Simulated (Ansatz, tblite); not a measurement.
# SnHMe2(NHiPr) (C5H15NSn): one state, many levels

How do method and basis change the picture of SnHMe2(NHiPr) (C5H15NSn) (singlet)?

The runs use Ansatz 0.2.0, Gaussian basis; as each input shows.

Plan: GFN1-xTB, GFN2-xTB, PBE-D4/def2-TZVP, r2SCAN-D4/def2-TZVP, ωB97M-V/def2-TZVP, HSE06-D4/def2-TZVP, BHLYP-D4/def2-TZVP, PBE-D4/def2-SVP, PBE0-D4/def2-SVP, MP2/def2-TZVP, RPA/def2-TZVP.

2 further runs of the same task are left out: 2 set aside as unsound or not needed.

## Step 1: The relaxed structure

The singlet was relaxed beforehand with PBE-D4/def2-SVP.

22 atoms, charge 0, spin multiplicity 1.

Bond lengths: C1–Sn7 2.168 Å, C1–H9 1.107 Å, C1–H10 1.107 Å, C1–H11 1.107 Å, C2–Sn7 2.170 Å, C2–H12 1.107 Å, C2–H13 1.107 Å, C2–H14 1.107 Å, C3–C4 1.539 Å, C3–C5 1.531 Å, C3–N6 1.464 Å, C3–H16 1.118 Å, C4–H17 1.111 Å, C4–H18 1.111 Å, C4–H19 1.110 Å, C5–H20 1.113 Å, C5–H21 1.108 Å, C5–H22 1.108 Å and more. Angles: Sn7–C1–H9 108.6°, Sn7–C1–H10 110.6°, Sn7–C1–H11 110.2°, H9–C1–H10 109.0°, H9–C1–H11 109.3°, H10–C1–H11 109.1°, Sn7–C2–H12 110.7°, Sn7–C2–H13 109.3°, Sn7–C2–H14 110.0°, H12–C2–H13 109.1°, H12–C2–H14 108.8°, H13–C2–H14 108.9°, C4–C3–C5 111.1°, C4–C3–N6 114.1°, C4–C3–H16 107.2°, C5–C3–N6 110.3°, C5–C3–H16 106.9°, N6–C3–H16 106.9° and more.

Sn takes a core potential in the def2 sets. No spin-orbit coupling is included.

PBE0-D4/def2-TZVP was run before; its log isn't repeated, and its numbers join the tables.

## Step 2: GFN1-xTB

Tight binding, by tblite at 300 K electronic temperature and without a spin-polarisation term:

```python
tblite.interface.Calculator('GFN1-xTB', numbers, positions, charge=0, uhf=0).singlepoint()
```

Energy -661.9407 eV, HOMO -10.45 eV, LUMO -6.18 eV; 0.019 s.

## Step 3: GFN2-xTB

Tight binding, by tblite at 300 K electronic temperature and without a spin-polarisation term:

```python
tblite.interface.Calculator('GFN2-xTB', numbers, positions, charge=0, uhf=0).singlepoint()
```

Energy -634.5324 eV, HOMO -9.66 eV, LUMO -5.86 eV; 0.016 s.

## Step 4: PBE-D4/def2-TZVP

start.molden holds the orbitals of an earlier run on this state, given as this run's starting guess.

in.yaml

```yaml
crystal:
  periodic: [false, false, false]
  atoms:
    - {symbol: C, position_ang: [2.431268, 0.677208, -0.878492]}
    - {symbol: C, position_ang: [-0.211390, 3.083803, -0.785601]}
    - {symbol: C, position_ang: [-1.046378, -1.472329, 0.063561]}
    - {symbol: C, position_ang: [-1.760353, -1.405538, 1.424982]}
    - {symbol: C, position_ang: [0.301387, -2.188052, 0.183741]}
    - {symbol: N, position_ang: [-0.874023, -0.172043, -0.586428]}
    - {symbol: Sn, position_ang: [0.542960, 1.223183, 0.036926]}
    - {symbol: H, position_ang: [0.724801, 1.340318, 1.773110]}
    - {symbol: H, position_ang: [2.244199, 0.398729, -1.933856]}
    - {symbol: H, position_ang: [2.883651, -0.185059, -0.352438]}
    - {symbol: H, position_ang: [3.134605, 1.531988, -0.844355]}
    - {symbol: H, position_ang: [-1.123921, 3.407132, -0.248607]}
    - {symbol: H, position_ang: [-0.452444, 2.939542, -1.856727]}
    - {symbol: H, position_ang: [0.555436, 3.877387, -0.694862]}
    - {symbol: H, position_ang: [-1.784743, 0.294629, -0.688303]}
    - {symbol: H, position_ang: [-1.684444, -2.092917, -0.613774]}
    - {symbol: H, position_ang: [-1.152290, -0.833798, 2.158392]}
    - {symbol: H, position_ang: [-1.944897, -2.416441, 1.846923]}
    - {symbol: H, position_ang: [-2.742151, -0.896300, 1.331696]}
    - {symbol: H, position_ang: [0.970796, -1.656043, 0.896100]}
    - {symbol: H, position_ang: [0.175840, -3.220481, 0.566442]}
    - {symbol: H, position_ang: [0.812090, -2.234900, -0.798420]}
basis:
  gaussian: {orbitals: def2-TZVP, initial_orbitals: start.molden}
hamiltonian: {xc: pbe, dispersion: d4}
scf: {omitted_lower_state_checks: [starts]}
output: {forces: true, orbitals: {seedname: orbitals}}
```

The run is started by

```bash
$ ansatz run in.yaml --threads 4 --pin off --events-out ev --progress --plain --max-ram 4787MiB
```

After this run come: r2SCAN-D4/def2-TZVP; ωB97M-V/def2-TZVP; HSE06-D4/def2-TZVP; BHLYP-D4/def2-TZVP; PBE-D4/def2-SVP; PBE0-D4/def2-SVP; MP2/def2-TZVP; RPA/def2-TZVP.

Before running them: what should the planned runs give, taken together? Wanted: gap in def2-TZVP, named functionals, smallest and largest; correlation energy, MP2/def2-TZVP; binding an atom, functionals in def2-TZVP; PBE0 total energy, smallest basis above largest.

The runs gave:

```
                                                 quantity                                 value
gap in def2-TZVP, named functionals, smallest and largest  4.49 eV (PBE-D4), 10.38 eV (ωB97M-V)
                        correlation energy, MP2/def2-TZVP                             -38.22 eV
                binding an atom, functionals in def2-TZVP   3.69 (BHLYP-D4) to 3.84 eV (PBE-D4)
          PBE0 total energy, smallest basis above largest         7.80 eV (def2-SVP, def2-TZVP)
```

**Reading.** Over the named functionals in def2-TZVP the gap runs from 4.49 eV (PBE-D4) to 10.38 eV (ωB97M-V); exact exchange widens it.
